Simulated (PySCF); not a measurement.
# From one method to the next for MgCd

Aim: see what other levels and later steps give for MgCd.

Method: method and basis as typed in the scripts; program: PySCF 2.14.0.

3 further runs of the same task are left out: 1 for a known fault of the program, 2 that didn't finish.

## Step 1: The system as given

MgCd: 2 atoms, charge 0, spin multiplicity 1.

No contacts short enough for the rule that draws bonds.

## Step 2: The base run

Input file input.py:

```python
from pyscf import gto, scf, mcscf

mol = gto.M(
    atom='Mg 0 0 0; Cd 0 0 2.893',
    basis='def2-svp',
    ecp={'Cd': 'def2-svp'},
    charge=0,
    spin=0,
    verbose=4,
)
mf = scf.RHF(mol)
mf.kernel()
mc = mcscf.CASSCF(mf, 5, 6)
mc.kernel()
mc.analyze()
mf.dip_moment()
print('orbital energies (hartree):', mf.mo_energy[..., max(0, mol.nelec[1]-3):mol.nelec[0]+3].round(4))
```

On the command line:

```bash
> OMP_NUM_THREADS=1 python input.py
```

## Step 3: Hse06 (RKS)

Variant 1 changes functional: none (Hartree–Fock) → hse06; SCF type: RHF → RKS; step after the SCF: casscf → analyze.

input.py: that of step 2 with these lines changed.

```diff
@@ -1,2 +1,2 @@
-from pyscf import gto, scf, mcscf
+from pyscf import gto, dft
 
@@ -10,7 +10,5 @@
 )
-mf = scf.RHF(mol)
+mf = dft.RKS(mol, xc='hse06')
 mf.kernel()
-mc = mcscf.CASSCF(mf, 5, 6)
-mc.kernel()
-mc.analyze()
+mf.mulliken_pop()
 mf.dip_moment()
```

## Step 4: Bhandhlyp (RKS)

Variant 2 changes functional: none (Hartree–Fock) → bhandhlyp; SCF type: RHF → RKS; step after the SCF: casscf → analyze.

input.py: that of step 2 with these lines changed.

```diff
@@ -1,2 +1,2 @@
-from pyscf import gto, scf, mcscf
+from pyscf import gto, dft
 
@@ -10,7 +10,5 @@
 )
-mf = scf.RHF(mol)
+mf = dft.RKS(mol, xc='bhandhlyp')
 mf.kernel()
-mc = mcscf.CASSCF(mf, 5, 6)
-mc.kernel()
-mc.analyze()
+mf.mulliken_pop()
 mf.dip_moment()
```

## Step 5: Camb3lyp (RKS)

Variant 3 changes functional: none (Hartree–Fock) → camb3lyp; SCF type: RHF → RKS; step after the SCF: casscf → analyze.

input.py: that of step 2 with these lines changed.

```diff
@@ -1,2 +1,2 @@
-from pyscf import gto, scf, mcscf
+from pyscf import gto, dft
 
@@ -10,7 +10,5 @@
 )
-mf = scf.RHF(mol)
+mf = dft.RKS(mol, xc='camb3lyp')
 mf.kernel()
-mc = mcscf.CASSCF(mf, 5, 6)
-mc.kernel()
-mc.analyze()
+mf.mulliken_pop()
 mf.dip_moment()
```

## Step 6: MP2

Variant 4 changes step after the SCF: casscf → mp2.

input.py: that of step 2 with these lines changed.

```diff
@@ -1,2 +1,2 @@
-from pyscf import gto, scf, mcscf
+from pyscf import gto, scf, mp
 
@@ -12,5 +12,3 @@
 mf.kernel()
-mc = mcscf.CASSCF(mf, 5, 6)
-mc.kernel()
-mc.analyze()
+mp.MP2(mf).kernel()
 mf.dip_moment()
```

## Step 7: MP2

Variant 5 changes step after the SCF: casscf → mp2; frozen orbitals: none → 1.

input.py: that of step 2 with these lines changed.

```diff
@@ -1,2 +1,2 @@
-from pyscf import gto, scf, mcscf
+from pyscf import gto, scf, mp
 
@@ -12,5 +12,3 @@
 mf.kernel()
-mc = mcscf.CASSCF(mf, 5, 6)
-mc.kernel()
-mc.analyze()
+mp.MP2(mf, frozen=1).kernel()
 mf.dip_moment()
```

**Question.** What will these runs give? Wanted: for each run, E(SCF); from base; gap; SCF dipole; after the SCF.

**Answer**, as computed:

```tsv
run	E(SCF) (hartree)	from base (eV)	cycles	gap (eV)	SCF dipole (D)	after the SCF
base	-366.362217	0	10	6.49	0.34	CASSCF correlation -0.590 eV
hse06 (RKS)	-367.634655	not comparable	12	2.64	0.05	n/a
bhandhlyp (RKS)	-367.644651	not comparable	10	4.49	0.03	n/a
camb3lyp (RKS)	-367.698836	not comparable	10	5.17	0.00	n/a
MP2	-366.362217	0.0000	10	6.49	0.34	MP2 correlation -10.977 eV
MP2	-366.362217	0.0000	10	6.49	0.34	MP2 correlation -10.977 eV, core frozen
```

Total energies of different functionals can't be compared with each other; differences within one functional can. The dearest run is “hse06 (RKS)”, at 8.8 s against 2.4 s.
